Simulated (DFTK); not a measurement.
A run of DFTK 0.8.2 is set up as follows.

File run.jl:

```julia
using DFTK
using PseudoPotentialData
using Unitful, UnitfulAtomic
using LinearAlgebra, Printf
include("save.jl")
disable_threading()

# lattice vectors are the columns
lattice = austrip(1u"Å") * [       2.45184            0.0            0.0;
                      0.0        2.45184            0.0;
                      0.0            0.0           23.8]
symbols   = [:Ir]
positions = [[0.0, 0.0, 0.29412]]
pseudopotentials = PseudoFamily("dojo.nc.sr.pbe.v0_4_1.standard.upf")
elements = Dict(s => ElementPsp(s, pseudopotentials) for s in unique(symbols))
atoms    = [elements[s] for s in symbols]

build_model(lattice, positions; symmetries=true) =
    model_DFT(lattice, atoms, positions;
              functionals=PBE(),
              temperature=austrip(0.05u"eV"),
              smearing=Smearing.FermiDirac(),
              symmetries)
Ecut  = 34.0  # hartree
kgrid = [11, 11, 1]
tol   = 1e-6
to_GPa = ustrip(uconvert(u"GPa", 1u"hartree/bohr^3"))

model = build_model(lattice, positions)
basis = PlaneWaveBasis(model; Ecut, kgrid)
display(basis)
scfres = self_consistent_field(basis;
                               tol,
                               nbandsalg=AdaptiveBands(model; n_bands_converge=13))
display(scfres.energies)
@printf "Fermi level: %.6f eV\n" ustrip(auconvert(u"eV", something(scfres.εF, NaN)))
forces = compute_forces_cart(scfres)
println("Forces (eV/Å)")
for (s, f) in zip(symbols, forces)
    @printf "%-3s %12.6f %12.6f %12.6f\n" s ustrip.(auconvert.(u"eV/Å", f))...
end
stress = compute_stresses_cart(scfres)
println("Stress (GPa)")
display(round.(stress * to_GPa; digits=4))
println("Levels at the first k-point (eV): ", round.(ustrip.(auconvert.(u"eV", scfres.eigenvalues[1][1:scfres.n_bands_converge])); digits=4))
save_scf!(scfres; forces, stress)

points = Dict("G" => [0.0, 0.0, 0.0], "A" => [0.5, 0.5, 0.5], "M" => [0.5, 0.5, 0.0], "R" => [0.0, 0.5, 0.5], "X" => [0.0, 0.5, 0.0], "Z" => [0.0, 0.0, 0.5])
segments = [("G", "X", 6), ("X", "M", 6), ("M", "G", 9), ("G", "Z", 3), ("Z", "R", 6), ("R", "A", 6), ("A", "Z", 9), ("X", "R", 3), ("M", "A", 3)]
kcoords = vcat([[points[a] + t * (points[b] - points[a]) for t in range(0, 1, n)] for (a, b, n) in segments]...)
bands = compute_bands(scfres, ExplicitKpoints(kcoords); n_bands=15, tol=1e-5)
for (k, ε) in zip(bands.basis.kpoints, bands.eigenvalues)
    @printf "%d %8.4f %8.4f %8.4f " k.spin k.coordinate...
    println(join([@sprintf("%9.4f", e) for e in ustrip.(auconvert.(u"eV", ε .- scfres.εF))]))
end
results["band_energies"] = rows(bands.eigenvalues); results["band_kpoints"] = rows(kcoords)
```

Potentials or basis: dojo.nc.sr.pbe.v0_4_1.standard.upf (PBE).

Command:

```sh
$ julia --threads=1 run.jl  # save.jl only writes the numbers to a file and isn't shown; printed stress counts tension as positive; times include loading and compiling
```

Question: What does it give for the band gap on the k mesh?

Answer: None (metal or under the smearing width).

Levels at the corners of the path, in eV from the Fermi level:
```csv
point,band 5,band 6,band 7,band 8,band 9,band 10,band 11,band 12
Γ,-7.78,-6.35,-2.55,0.72,0.72,1.20,2.17,5.72
X,-5.63,-4.30,-1.11,-0.72,1.24,1.79,7.31,7.96
M,-6.68,-3.06,-3.06,0.32,4.69,8.44,8.44,12.32
Γ,-7.78,-6.35,-2.55,0.72,0.72,1.20,2.17,5.72
Z,-7.78,-6.35,-2.55,0.72,0.72,1.20,2.17,5.73
R,-5.63,-4.30,-1.11,-0.72,1.24,1.79,7.31,7.96
A,-6.68,-3.06,-3.06,0.32,4.69,8.44,8.44,12.32
Z,-7.78,-6.35,-2.55,0.72,0.72,1.20,2.17,5.73
X,-5.63,-4.30,-1.11,-0.72,1.24,1.79,7.31,7.96
R,-5.63,-4.30,-1.11,-0.72,1.24,1.79,7.31,7.96
M,-6.68,-3.06,-3.06,0.32,4.69,8.44,8.44,12.32
A,-6.68,-3.06,-3.06,0.32,4.69,8.44,8.44,12.32
```

Caveat: there is no dipole correction across the vacuum; spin-orbit coupling is left out, which moves the levels of the heavy elements.
